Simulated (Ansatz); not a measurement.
**BGeH₃O: basis-set convergence**

Aim: see how fast density functionals converge with the basis set for BGeH₃O.

The runs use Ansatz 0.2.0, Gaussian basis; one geometry, several basis sets.

Plan: PBE0-D4/def2-SVP; ωB97M-V/def2-SVP; PBE0-D4/def2-QZVPP; ωB97M-V/def2-QZVPP; the functionals' def2-TZVPP values are taken from earlier runs.

## 1. The geometry

The geometry comes from an earlier relaxation with PBE0-D4 in a triple-zeta def2 set; it is a stationary point.

SMILES `[BH]1[O][GeH2]1`, 6 atoms, charge 0, spin multiplicity 1.

Atoms are counted from 1 here; the program's logs count them from 0.

Bond lengths: B1–O2 1.296 Å, B1–Ge3 2.012 Å, B1–H4 1.190 Å, O2–Ge3 1.988 Å, Ge3–H5 1.538 Å, Ge3–H6 1.538 Å. Angles: O2–B1–Ge3 70.1°, O2–B1–H4 138.6°, Ge3–B1–H4 151.4°, B1–O2–Ge3 72.1°, B1–Ge3–O2 37.8°, B1–Ge3–H5 120.7°, B1–Ge3–H6 120.7°, O2–Ge3–H5 103.5°, O2–Ge3–H6 103.5°, H5–Ge3–H6 108.9°.

Geometry (Å):

```xyz
6
BGeH3O
B    -0.5183   -1.0495   -0.2735
O     0.6131   -0.9925    0.3564
Ge    0.0284    0.8702   -0.0190
H    -1.2754   -1.8753   -0.6742
H     1.2067    1.4628   -0.8103
H    -0.0124    1.5203    1.3744
```

## 2. PBE0-D4 in def2-SVP

in.yaml

```yaml
crystal:
  periodic: [false, false, false]
  atoms:
    - {symbol: B, position_ang: [-0.518277, -1.049475, -0.273493]}
    - {symbol: O, position_ang: [0.613081, -0.992536, 0.356370]}
    - {symbol: Ge, position_ang: [0.028378, 0.870209, -0.018976]}
    - {symbol: H, position_ang: [-1.275373, -1.875261, -0.674207]}
    - {symbol: H, position_ang: [1.206653, 1.462780, -0.810278]}
    - {symbol: H, position_ang: [-0.012362, 1.520284, 1.374386]}
basis:
  gaussian: {orbitals: def2-SVP}
hamiltonian: {xc: pbe0, dispersion: d4}
output: {orbitals: {seedname: orbitals}}
```

Started as:

```
ansatz run in.yaml --threads 2 --pin off --events-out ev --progress --plain --max-ram 4352MiB
```

After this run come: ωB97M-V in def2-SVP; PBE0-D4 in def2-QZVPP; ωB97M-V in def2-QZVPP.

Before running them: what should the planned runs give, taken together? Wanted: PBE0-D4: double and triple zeta above quadruple; ωB97M-V: double and triple zeta above quadruple.

As calculated:

| quantity | value |
| --- | --- |
| PBE0-D4: double and triple zeta above quadruple | 11.75, 1.39 eV |
| ωB97M-V: double and triple zeta above quadruple | 11.79, 1.35 eV |

For PBE0-D4 the step from double to triple zeta gains 10.37 eV and the next only 1.39 eV. Total energies overstate the basis error of differences, where much of it tends to cancel.
